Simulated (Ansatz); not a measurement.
# GeH₂O (singlet): wave-function methods side by side at distance Ge1–O2 = 1.587 Å, cc-pVDZ

The task here is to estimate one member of a computed series from the others.

The runs use Ansatz 0.2.0, Gaussian basis; cc-pVDZ, core rule «outside noble gas», up to 15 orbitals frozen.

To be run: UHF; CCSD(T) on RHF; BCCD(T) on RHF; CISD; CCSDT(Q) on RHF; CCSDTQ on RHF; CASSCF and MRCISD+Q, 2 electrons in 2 orbitals; CASSCF and NEVPT2, 2 electrons in 2 orbitals.

12 further runs of the same task are left out: 12 for a known fault of the program. Runs told in other sessions of the task aren't counted.

### The geometry

The geometry derives from a PBE0/def2-TZVP stationary point (not a proven minimum). One bond is set to the value named and the two fragments are kept rigid. No spin-orbit coupling is included. The filled d shell of Ge may be among the frozen orbitals whatever the setting's name suggests.

4 atoms, charge 0, spin multiplicity 1.

Atoms are counted from 1 here; the program's logs count them from 0.

Bond lengths: Ge1–O2 1.587 Å, Ge1–H3 1.599 Å, O2–H4 0.961 Å. Angles: O2–Ge1–H3 92.3°, Ge1–O2–H4 111.5°.

The first run:

The input, in.yaml:

```yaml
crystal:
  periodic: [false, false, false]
  atoms:
    - {symbol: Ge, position_ang: [0.000000, -0.040854, 0.298237]}
    - {symbol: O, position_ang: [0.000000, 0.133613, -1.279144]}
    - {symbol: H, position_ang: [0.000000, 1.540073, 0.538651]}
    - {symbol: H, position_ang: [0.000000, -0.716687, -1.727576]}
basis:
  gaussian: {orbitals: cc-pVDZ}
magnetization: {spin_polarized: true, initial_magnetization: 0}
hamiltonian: {xc: hf}
output: {orbitals: {seedname: orbitals}}
```

On the command line:

```console
$ ansatz run in.yaml --threads 1 --pin off --events-out ev --progress --plain --max-ram 4096MiB --backend cpu
```

Among the steps run: UHF; CCSD(T) on RHF; BCCD(T) on RHF; CISD; CCSDT(Q) on RHF; CCSDTQ on RHF; CASSCF and MRCISD+Q, 2 electrons in 2 orbitals; CASSCF and NEVPT2, 2 electrons in 2 orbitals.

One of the session's tables, all rows but one given; the rest of the session is left out.

```
       method  from RCCSDTQ (meV)
          RHF                   ?
         RMP2              +786.7
        RCCSD              +214.7
     RCCSD(T)               +33.7
      BCCD(T)               +31.3
       RCCSDT               +19.4
    RCCSDT(Q)                -2.0
      RCCSDTQ                   0
  CASSCF pair             +7564.6
  NEVPT2 pair              +793.8
  MRCISD pair              +742.2
MRCISD+Q pair              +109.2
```

Estimate the missing values for RHF.

As computed: from RCCSDTQ (meV): +8120.2. In the column «from RCCSDTQ (meV)» it is the highest.
